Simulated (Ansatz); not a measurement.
# Fe2Ge: the cost of one run

Computed with the Python package of Ansatz 0.2.0. Level of theory: DFT PBEsol, plane waves, PAW.

### Step 1. The system

Symmetry: P6_3/mmc, No. 194, hexagonal system. Conventional cell: a = 4.133 Å, b = 4.133 Å, c = 5.009 Å, α = 90.00°, β = 90.00°, γ = 120.00°. Fe (site symmetry -3m) has 8 Fe at 2.50 to 2.69 Å and 6 Ge at 2.69 Å in its first shell of neighbours. Fe (site symmetry -6m2) is surrounded by 5 Ge at 2.39 to 2.50 Å and 6 Fe at 2.69 Å. Ge (site symmetry -6m2) has 11 Fe at 2.39 to 2.69 Å in its first shell of neighbours.

The script holds or builds the structure itself.

### Step 2. Script

Input file run_eos.py:

```python
"""Equation of state of Fe2Ge."""

import ansatz as az
import numpy as np

VECTORS = np.array([
    [4.13287, 0.0, 0.0],
    [-2.06643, 3.57917, 0.0],
    [0.0, 0.0, 5.00875],
])
SITES = [
    ("Fe", (0.0, 0.0, 0.0), 2.4),
    ("Fe", (0.0, 0.0, 0.5), 2.4),
    ("Fe", (2 / 3, 1 / 3, 0.75), 2.4),
    ("Fe", (1 / 3, 2 / 3, 0.25), 2.4),
    ("Ge", (2 / 3, 1 / 3, 0.25), 0.0),
    ("Ge", (1 / 3, 2 / 3, 0.75), 0.0),
]


def build(cell):
    crystal = az.Crystal(lattice=az.Lattice.of(cell))
    for symbol, position, moment in SITES:
        crystal = crystal.atom(symbol, position, moment=moment or None)
    return crystal

# uniform scaling of the cell
volumes, energies, pressures = [], [], []
for scale in np.linspace(0.88, 1.12, 7):
    cell = VECTORS * scale ** (1 / 3)
    model = build(cell).calculation()
    model = model.occupations("Gaussian", width=0.1)
    model = model.basis(510)
    model = model.spin("collinear")
    model = model.functional("pbesol")
    model = model.kpoints(8, 8, 6)
    model = model.stress()
    data = model.run().report
    volumes.append(abs(np.linalg.det(cell)) / len(SITES))
    energies.append(data["free_energy_ev"] / len(SITES))
    pressures.append(np.trace(data["stress_gpa"]) / 3)
    print(f"V = {volumes[-1]:8.4f} A^3/atom  F = {energies[-1]:.5f} eV/atom  P = {pressures[-1]:8.3f} GPa")

# third-order Birch-Murnaghan: a cubic in V^(-2/3)
x = np.array(volumes) ** (-2 / 3)
poly = np.polynomial.Polynomial.fit(x, energies, 3).convert()
roots = poly.deriv().roots()
x0 = min((r.real for r in roots if abs(r.imag) < 1e-9 and poly.deriv(2)(r.real) > 0), key=lambda r: abs(r - x.mean()))
v0 = x0 ** -1.5
b0 = 4 / 9 * poly.deriv(2)(x0) * v0 ** (-7 / 3) * 160.21766
b1 = 4 + 2 / 3 * x0 * poly.deriv(3)(x0) / poly.deriv(2)(x0)
print(f"V0 = {v0:.4f} A^3/atom, B0 = {b0:.1f} GPa, dB/dP = {b1:.2f}")
```

### Step 3. The input behind the calls

The package turns the script's settings into the engine's input (first run):

```yaml
crystal:
  lattice:
    - [3.960463076931813, 0.0, 0.0]
    - [-1.9802267470460497, 3.429861241960681, 0.0]
    - [0.0, 0.0, 4.799804841812644]
  atoms:
    - { symbol: Fe, position: [0.0, 0.0, 0.0], spin: 2.4 }
    - { symbol: Fe, position: [0.0, 0.0, 0.5], spin: 2.4 }
    - { symbol: Fe, position: [0.6666666666666666, 0.3333333333333333, 0.75], spin: 2.4 }
    - { symbol: Fe, position: [0.3333333333333333, 0.6666666666666666, 0.25], spin: 2.4 }
    - { symbol: Ge, position: [0.6666666666666666, 0.3333333333333333, 0.25] }
    - { symbol: Ge, position: [0.3333333333333333, 0.6666666666666666, 0.75] }
basis:
  ecutwfc: 510.0
kpoints:
  mp_grid:
    grid: [8, 8, 6]
hamiltonian:
  xc: pbesol
magnetization:
  spin_polarized: true
scf:
  occupations:
    method: gaussian
    width: 0.1
output:
  stress: true
```

### Step 4. Running it

On the command line:

```
> python run_eos.py
```

**Question.** How long does this script take on 1 thread of AMD EPYC 9R45 (Zen 5), shared host, and how much memory does it need?

About 1.7 min, with a peak of 0.79 GiB.
